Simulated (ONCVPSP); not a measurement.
# An ONCV potential for Gd, from input to tests

Task: generate the file, and judge it by its errors in other configurations, its logarithmic derivatives, its ghosts and its cutoff.

Method: ONCVPSP 4.0.1, LDA (Perdew-Wang 92), scalar-relativistic.

## 1. The design

Typed settings, in words:

```json
{
  "element": "gadolinium (Gd, Z = 64)",
  "type": "optimised norm-conserving Vanderbilt (ONCV)",
  "frozen core": "[Kr] 4d10",
  "valence charge": "18",
  "reference configuration": "4f6 5s2 5p6 5d2 6s2",
  "partial waves": "5s+6s: rc 1.98 bohr, ncon 5, nbas 8, qcut 5.7 1/bohr, 2 projectors; 5p: rc 1.34 bohr, ncon 4, nbas 7, qcut 5.1 1/bohr, 1 projector; 5d: rc 2.68 bohr, ncon 5, nbas 10, qcut 5 1/bohr, 2 projectors, debl 3.1 Ha; 4f: rc 0.72 bohr, ncon 4, nbas 8, qcut 23.4 1/bohr, 2 projectors, debl 2.9 Ha",
  "local potential": "polynomial inside 0.68 bohr (lpopt 5, dvloc0 1 Ha)",
  "core correction": "Teter function, fcfact 2, rcfact 1.1"
}
```

The outer shells as boxes (Hund's rule for the drawing; the calculation is spin-unpolarised):

```
[Kr] core
4d [↑↓][↑↓][↑↓][↑↓][↑↓]
4f [↑ ][↑ ][↑ ][↑ ][↑ ][↑ ][  ]
5s [↑↓]
5p [↑↓][↑↓][↑↓]
5d [↑ ][↑ ][  ][  ][  ]
6s [↑↓]
```

## 2. Generation

Gd.dat reads:

```
# ATOM AND REFERENCE CONFIGURATION
# atsym  z   nc   nv     iexc    psfile
  Gd 64.00    9    5  -001012      upf
#
#   n    l    f
    1    0    2.00
    2    0    2.00
    2    1    6.00
    3    0    2.00
    3    1    6.00
    3    2   10.00
    4    0    2.00
    4    1    6.00
    4    2   10.00
    4    3    6.00
    5    0    2.00
    5    1    6.00
    5    2    2.00
    6    0    2.00
#
# PSEUDOPOTENTIAL AND OPTIMIZATION
# lmax
    3
#
#   l,   rc,      ep,       ncon, nbas, qcut
    0    1.98    0.00    5    8    5.70
    1    1.34    0.00    4    7    5.10
    2    2.68    0.00    5   10    5.00
    3    0.72    0.00    4    8   23.40
#
# LOCAL POTENTIAL
# lloc, lpopt,  rc(5),   dvloc0
    4    5    0.68    1.00
#
# VANDERBILT-KLEINMAN-BYLANDER PROJECTORs
# l, nproj, debl
    0    2    2.30
    1    1    1.20
    2    2    3.10
    3    2    2.90
#
# MODEL CORE CHARGE
# icmod, fcfact, rcfact
    3    2.00    1.10
#
# LOG DERIVATIVE ANALYSIS
# epsh1, epsh2, depsh
   -3.00    5.00    0.02
#
# OUTPUT GRID
# rlmax, drl
    6.00    0.01
#
# TEST CONFIGURATIONS
# ncnf
    4
# nvcnf
#   n    l    f
    5
    4    3    7.00
    5    0    2.00
    5    1    6.00
    5    2    1.00
    6    0    2.00
#
    5
    4    3    7.00
    5    0    2.00
    5    1    6.00
    5    2    1.00
    6    0    1.00
#
    5
    4    3    7.00
    5    0    2.00
    5    1    6.00
    5    2    1.00
    6    0    0.00
#
    5
    4    3    7.00
    5    0    2.00
    5    1    6.00
    5    2    2.00
    6    0    1.00
#
```

On the command line:

```console
oncvpsp.x < Gd.dat > Gd.out
```

Before running it: what results should come out? Wanted: cutoffs for 1 and 0.1 mHa per electron, occupied waves; bound ghosts; GHOST(+) flags; largest miss of a reference level; largest test error; largest phase difference near zero energy, channels read; rms error of d²Exc/dn², without and with the model core.

**Answer**, as computed:

```
                                                quantity                              value
  cutoffs for 1 and 0.1 mHa per electron, occupied waves                  226 Ha and 249 Ha
                                            bound ghosts   s at -718.49 eV, p at -347.24 eV
                                          GHOST(+) flags            s at 163 eV, d at 92 eV
                       largest miss of a reference level                        11 meV (4f)
                            largest test error (AE − PS)  -332 meV, for 4f7 5s2 5p6 5d1 6s2
largest phase difference near zero energy, channels read                          0.008 rad
 rms error of d²Exc/dn², without and with the model core                  8.24 and 6.41 mHa
```

A bound ghost (s, p) makes it unfit for use: electrons can fall into a state that the atom doesn't have. By total energies transferability is poor: the largest error is 332 meV on 9.0 eV, for 4f7 5s2 5p6 5d1 6s2. By its cutoff, 226 Ha for the looser tolerance, it is very hard. At the looser tolerance the 4f wave is the slowest; 5p needs 57 Ha. Near zero energy the phases of the channels with partial waves agree within 0.008 rad. The program also flags highly localised states, GHOST(+) (s, d). These are tests on the free atom; a crystal test is still owed.
